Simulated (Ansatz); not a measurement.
The system is GdCl.

```
Gd Cl
1.0
     3.66834    0.00000    0.00000
    -1.83417    3.17687    0.00000
     0.00000    0.00000    9.53621
Gd Cl
2 2
Cartesian
  1.8342 1.0590 7.9319
  0.0000 2.1179 3.1638
  1.8342 1.0590 5.1804
  0.0000 2.1179 0.4123
```

The cell comes from a database or a generator and needn't be the stable form of this composition.

```yaml
Program: Ansatz 0.2.0
Task: single point
Functional: PBE
Potentials_or_basis: Ansatz PAW
Cutoff: "420 eV (not typed: the program's choice for these potentials)"
k_mesh: 8 × 8 × 3
Occupations: fermi-dirac, width 0.05 eV
Spin: collinear spin, ferromagnetic start
Starting_moments: "[7.0, 7.0, 0.0, 0.0] μB"
```

On this cell: pressure 0.1 GPa; largest force 0.010 eV/Å; net moment 14.03 μB per cell; site moments Gd +6.82; Cl -0.01 μB; band gap on the k mesh none (metal or under the smearing width).

The same run follows on a disturbed copy (atoms moved at random, drawn with an rms of 0.05 Å):

```xyz
4
Lattice="3.6683 0.0000 0.0000 -1.8342 3.1769 0.0000 0.0000 0.0000 9.5362" Properties=species:S:1:pos:R:3 pbc="T T T"
Gd    1.8190    1.0298    7.9186
Gd   -0.0495    2.0993    3.1360
Cl    1.8824    1.0597    5.2354
Cl    0.0130    2.1274    0.4556
```

What changes?

The energy (extrapolated to zero smearing) moves by +6.8 meV/atom; pressure 0.2 GPa; largest force 0.411 eV/Å; net moment -0.01 μB per cell; site moments Gd +6.84, -6.84; Cl +0.00, -0.00 μB; band gap on the k mesh none (metal or under the smearing width).

Forces in eV/Å, atoms in the order of the input:
```
Gd   0.037  0.043  0.308
Gd   0.097  0.029  0.398
Cl  -0.096 -0.030 -0.367
Cl  -0.039 -0.042 -0.339
```

Stress tensor (GPa, compression positive):
```
 0.03  0.01 -0.29
 0.01  0.03 -0.16
-0.29 -0.16  0.53
```

Caveats: spin-orbit coupling is left out, which moves the levels of the heavy elements; without U or exact exchange the open f shell lies at the Fermi level, which spoils levels, moments and volumes; the starting moments weren't kept (some runs).
